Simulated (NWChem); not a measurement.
# C2H9BGe (SMILES C[B](C)[GeH3]) at 4 levels

Wanted: a comparison of 4 runs (HF/STO-3G, HF/3-21G, B3LYP/6-31G*) of C2H9BGe. 

The calculation is run with NWChem 7.3.0.

## Step 1: Starting point

C2H9BGe: 13 atoms, total charge 0, spin state singlet. SMILES: `C[B](C)[GeH3]`. The shape is that of a PBE0-D4/def2-TZVP optimisation.

Bond lengths: C1–B2 1.558 Å, B2–C3 1.559 Å, B2–Ge4 2.080 Å, C1–H5 1.092 Å, C1–H6 1.103 Å, C1–H7 1.094 Å, C3–H8 1.094 Å, C3–H9 1.103 Å, C3–H10 1.092 Å, Ge4–H11 1.544 Å, Ge4–H12 1.542 Å, Ge4–H13 1.544 Å. Some angles: C1–B2–C3 121.3°, C1–B2–Ge4 120.1°, C3–B2–Ge4 118.7°, B2–C1–H5 114.8°, B2–C1–H6 105.0°, B2–C1–H7 114.5°, B2–C3–H8 113.9°, B2–C3–H9 104.7°, B2–C3–H10 115.7°, B2–Ge4–H11 111.1°.

## Step 2: Energy and gradient at HF/STO-3G (run 1)

Input file c2h9bge.nw:

```
start c2h9bge
memory 2200 mb

geometry noautosym nocenter noautoz
  C     -0.180900     1.601600    -0.483700
  B      0.114100     0.171700     0.059900
  C      1.273500    -0.087300     1.069500
  Ge    -1.045500    -1.439200    -0.561700
  H     -0.538700     1.635100    -1.515300
  H     -1.023200     1.970100     0.125200
  H      0.636500     2.315700    -0.348800
  H      1.561600     0.795000     1.648700
  H      2.143200    -0.334300     0.438300
  H      1.138900    -0.940500     1.737400
  H     -1.773900    -2.093200     0.632700
  H     -2.120200    -1.081800    -1.608800
  H     -0.164900    -2.547800    -1.178500
end

basis spherical bse
  C library STO-3G
  B library STO-3G
  Ge library STO-3G
  H library STO-3G
end

scf
  thresh 1e-08
  maxiter 80
end

task scf gradient
```

Launch:

```console
$ nwchem c2h9bge.nw > c2h9bge.out
```

What it wrote:

```text
[...]
  functions       =    42
[...]
  wavefunction    = RHF
[...]
         Total SCF energy =  -2156.196417377251
      One-electron energy =  -3495.833858278318
      Two-electron energy =   1101.688983910638
 Nuclear repulsion energy =    237.948456990429
        Time for solution =      4.9s
[...]
                         RHF ENERGY GRADIENTS
    atom               coordinates                        gradient
                 x          y          z           x          y          z
   1 C      -0.341851   3.026585  -0.914060    0.010610  -0.021867  -0.002207
   2 B       0.215618   0.324466   0.113195    0.020210   0.028265   0.010563
   3 C       2.406566  -0.164973   2.021062   -0.023836   0.000373  -0.004547
   4 Ge     -1.975709  -2.719694  -1.061459    0.016166   0.028852   0.007520
   5 H      -1.017995   3.089891  -2.863502   -0.006219   0.001087  -0.005891
   6 H      -1.933568   3.722949   0.236594   -0.008440   0.001807   0.005164
   7 H       1.202811   4.376038  -0.659136    0.005693   0.005746   0.003434
   8 H       2.950996   1.502332   3.115591    0.003468   0.007701   0.002364
   9 H       4.050061  -0.631735   0.828267    0.006750  -0.002363  -0.006671
  10 H       2.152209  -1.777287   3.283210    0.001752  -0.007575   0.003172
  11 H      -3.352185  -3.955574   1.195630   -0.019723  -0.019007   0.031875
[...]
```

Run time: 6.9 s. Hardware: 1 thread of Intel Xeon Platinum 8375C at 2.90GHz (Ice Lake), shared host; peak memory 0.1 GiB.

## Step 3: Energy and forces at HF/3-21G (run 2)

Input file job.nw:

```
start job
memory 2200 mb

geometry units angstroms noautosym nocenter noautoz
C       -0.180900       1.601600      -0.483700
B        0.114100       0.171700       0.059900
C        1.273500      -0.087300       1.069500
Ge      -1.045500      -1.439200      -0.561700
H       -0.538700       1.635100      -1.515300
H       -1.023200       1.970100       0.125200
H        0.636500       2.315700      -0.348800
H        1.561600       0.795000       1.648700
H        2.143200      -0.334300       0.438300
H        1.138900      -0.940500       1.737400
H       -1.773900      -2.093200       0.632700
H       -2.120200      -1.081800      -1.608800
H       -0.164900      -2.547800      -1.178500
end

basis "ao basis" spherical bse
C library 3-21G
B library 3-21G
Ge library 3-21G
H library 3-21G
end

scf
nopen 0
rhf
thresh 1e-08
maxiter 80
end

task scf gradient
```

Launch:

```console
$ nwchem job.nw > job.out
```

What it wrote:

```text
[...]
  functions       =    67
[...]
  wavefunction    = RHF
[...]
         Total SCF energy =  -2170.404129263682
      One-electron energy =  -3498.163373825764
      Two-electron energy =   1089.810787571654
 Nuclear repulsion energy =    237.948456990429
        Time for solution =      4.7s
[...]
                         RHF ENERGY GRADIENTS
    atom               coordinates                        gradient
                 x          y          z           x          y          z
   1 C      -0.341851   3.026585  -0.914060    0.003271  -0.011523   0.001908
   2 B       0.215618   0.324466   0.113195    0.003644   0.003918   0.002240
   3 C       2.406566  -0.164973   2.021062   -0.010495   0.001115  -0.005514
   4 Ge     -1.975709  -2.719694  -1.061459    0.003105   0.006985   0.000588
   5 H      -1.017995   3.089891  -2.863502   -0.002736  -0.000264  -0.003933
   6 H      -1.933568   3.722949   0.236594   -0.002230  -0.000845   0.001960
   7 H       1.202811   4.376038  -0.659136    0.003800   0.003069   0.001911
   8 H       2.950996   1.502332   3.115591    0.001550   0.004614   0.001341
   9 H       4.050061  -0.631735   0.828267    0.000937  -0.000509  -0.002959
  10 H       2.152209  -1.777287   3.283210   -0.000286  -0.004307   0.002112
  11 H      -3.352185  -3.955574   1.195630    0.000674  -0.000536  -0.001449
[...]
```

It took 6.9 s on 1 thread of Intel Xeon Platinum 8375C at 2.90GHz (Ice Lake), shared host; peak memory 0.1 GiB.

Run 3 isn't shown in full; the table further down has it.

## Step 4: Energy and gradient at B3LYP/6-31G(d) (spherical functions) (run 4)

Input file run.py:

```python
from ase import Atoms
from ase.calculators.nwchem import NWChem

molecule = Atoms(['C', 'B', 'C', 'Ge', 'H', 'H', 'H', 'H', 'H', 'H', 'H', 'H', 'H'], positions=[
    [-0.180900, 1.601600, -0.483700],
    [0.114100, 0.171700, 0.059900],
    [1.273500, -0.087300, 1.069500],
    [-1.045500, -1.439200, -0.561700],
    [-0.538700, 1.635100, -1.515300],
    [-1.023200, 1.970100, 0.125200],
    [0.636500, 2.315700, -0.348800],
    [1.561600, 0.795000, 1.648700],
    [2.143200, -0.334300, 0.438300],
    [1.138900, -0.940500, 1.737400],
    [-1.773900, -2.093200, 0.632700],
    [-2.120200, -1.081800, -1.608800],
    [-0.164900, -2.547800, -1.178500],
])

calc = NWChem(
    label='c2h9bge',
    theory='dft',
    memory='2200 mb',
    basis='6-31G*',
    basispar='spherical bse',
    dft={'xc': 'b3lyp', 'mult': '1', 'grid': 'fine', 'convergence': 'energy 1e-08', 'iterations': '100', 'mulliken': None},
)
molecule.calc = calc

forces = molecule.get_forces()
e = molecule.get_potential_energy()
print(f"E = {e:.6f} eV")
print("forces (eV/A):")
for s, f in zip(molecule.symbols, forces):
    print(f"{s:2s} {f[0]:10.5f} {f[1]:10.5f} {f[2]:10.5f}")
print("dipole (e A):", molecule.get_dipole_moment().round(4))
```

Launch:

```console
$ export ASE_NWCHEM_COMMAND="nwchem PREFIX.nwi > PREFIX.nwo"
$ python run.py
```

What it wrote:

```text
E = -59408.879791 eV
forces (eV/A):
C    -0.05096    0.09158   -0.02386
B    -0.06999   -0.09714   -0.03440
C     0.09061   -0.03291    0.03677
Ge    0.02391    0.06783    0.01306
H    -0.01985    0.03522   -0.11961
H    -0.07744    0.06628    0.05024
H     0.08120    0.09996   -0.00879
H     0.04319    0.08428    0.09102
H     0.10536   -0.02283   -0.03538
H     0.00381   -0.07955    0.09842
H    -0.08320   -0.08850    0.10202
H    -0.11087    0.00632   -0.10418
H     0.06423   -0.13056   -0.06541
dipole (e A): [0.1922 0.2708 0.0996]
```

The calculator wrote c2h9bge.nwi:

```
title "c2h9bge"

permanent_dir c2h9bge

scratch_dir c2h9bge

start c2h9bge

geometry units angstrom nocenter noautosym noautoz
  C  -1.8090000000000001e-01 1.6015999999999999e+00 -4.8370000000000002e-01
  B  1.1409999999999999e-01 1.7169999999999999e-01 5.9900000000000002e-02
  C  1.2735000000000001e+00 -8.7300000000000003e-02 1.0694999999999999e+00
  Ge -1.0455000000000001e+00 -1.4392000000000000e+00 -5.6169999999999998e-01
  H  -5.3869999999999996e-01 1.6351000000000000e+00 -1.5153000000000001e+00
  H  -1.0232000000000001e+00 1.9701000000000000e+00 1.2520000000000001e-01
  H  6.3649999999999995e-01 2.3157000000000001e+00 -3.4880000000000000e-01
  H  1.5616000000000001e+00 7.9500000000000004e-01 1.6487000000000001e+00
  H  2.1432000000000002e+00 -3.3429999999999999e-01 4.3830000000000002e-01
  H  1.1389000000000000e+00 -9.4050000000000000e-01 1.7374000000000001e+00
  H  -1.7739000000000000e+00 -2.0931999999999999e+00 6.3270000000000004e-01
  H  -2.1202000000000001e+00 -1.0818000000000001e+00 -1.6088000000000000e+00
  H  -1.6489999999999999e-01 -2.5478000000000001e+00 -1.1785000000000001e+00
end

memory 2200 mb

basis spherical bse noprint
   * library 6-31G*
end

dft
  xc b3lyp
  mult 1
  grid fine
  convergence energy 1e-08
  iterations 100
  mulliken
end

task dft gradient
```

c2h9bge.nwo:

```text
Northwest Computational Chemistry Package (NWChem) 7.3.0
             --------------------------------------------------------

           Job information
           ---------------

    nwchem branch   = 7.3.0
    use scalapack   = T
    input           = c2h9bge.nwi
    prefix          = c2h9bge.
    data base       = c2h9bge/c2h9bge.db
    status          = startup
    nproc           =        1

           Memory information
           ------------------

    heap     =     72089594 doubles =      550.0 Mbytes
    stack    =     72089599 doubles =      550.0 Mbytes
    global   =    144179200 doubles =     1100.0 Mbytes (distinct from heap & stack)
    total    =    288358393 doubles =     2200.0 Mbytes
    verify   = yes
    hardfail = no

[... 116 lines left out ...]
  convergence criterion.
[... 41 lines left out ...]
          Spatial weights used:  Erf1
[... 72 lines left out ...]
         Total DFT energy =    -2183.236081301968
[... 3 lines left out ...]
 Nuclear repulsion energy =      237.948456990428
[... 719 lines left out ...]
          Convergence on gradient requested:  5.00D-04
[... 28 lines left out ...]
          total energy or number of iterations.
[... 26 lines left out ...]
                         DFT ENERGY GRADIENTS

    atom               coordinates                        gradient
                 x          y          z           x          y          z
   1 C      -0.341851   3.026585  -0.914060    0.000991  -0.001781   0.000464
   2 B       0.215618   0.324466   0.113195    0.001361   0.001889   0.000669
   3 C       2.406566  -0.164973   2.021062   -0.001762   0.000640  -0.000715
[... 9 lines of this table left out ...]
  13 H      -0.311616  -4.814644  -2.227042   -0.001249   0.002539   0.001272

                 ----------------------------------------
                 |  Time  |  1-e(secs)   |  2-e(secs)   |
                 ----------------------------------------
                 |  CPU   |       0.01   |       7.52   |
                 ----------------------------------------
                 |  WALL  |       0.01   |       7.52   |
                 ----------------------------------------

 Task  times  cpu:       35.9s     wall:       35.9s
 Total times  cpu:       35.9s     wall:       35.9s
```

Run time: 37 s. Hardware: 1 thread of Intel Xeon Platinum 8375C at 2.90GHz (Ice Lake), shared host; peak memory 0.13 GiB.

## Step 5: All runs side by side

```tsv
run	level	Cartesian functions	iteration cap	energy (Eh)	dipole moment (D)	HOMO energy (eV)	LUMO energy (eV)	wall time
1	HF/STO-3G	no	80	-2156.196417	0.80	-8.64	6.81	6.9 s
2	HF/3-21G	no	80	-2170.404129	1.56	-10.21	2.57	6.9 s
3	B3LYP/6-31G* (Cartesian functions)	yes	100	-2183.242871	–	–	–	37 s
4	B3LYP/6-31G* (spherical functions)	no	100	-2183.236081	1.67	-7.17	-1.13	37 s
```

## Step 6: Summary of results

| quantity | value |
| --- | --- |
| run 4: total energy | -2183.23608 Eh |
| run 4: dipole moment | 1.67 D |
| run 4: HOMO energy | -7.17 eV |
| run 4: LUMO energy | -1.13 eV |
| run 4: HOMO–LUMO gap | 6.04 eV |
| run 4: largest force on an atom | 0.160 eV/Å |

In words: Over runs 1, 2, 4 the dipole moment (its size) runs from 0.80 D (HF/STO-3G) to 1.67 D (B3LYP/6-31G*). The two ends differ in method and basis. Over runs 1, 2, 4 the HOMO–LUMO gap runs from 6.04 eV (B3LYP/6-31G*) to 15.45 eV (HF/STO-3G). In run 1 the basis is minimal, so the values are rough. All runs together took 88 s, the longest 37 s.
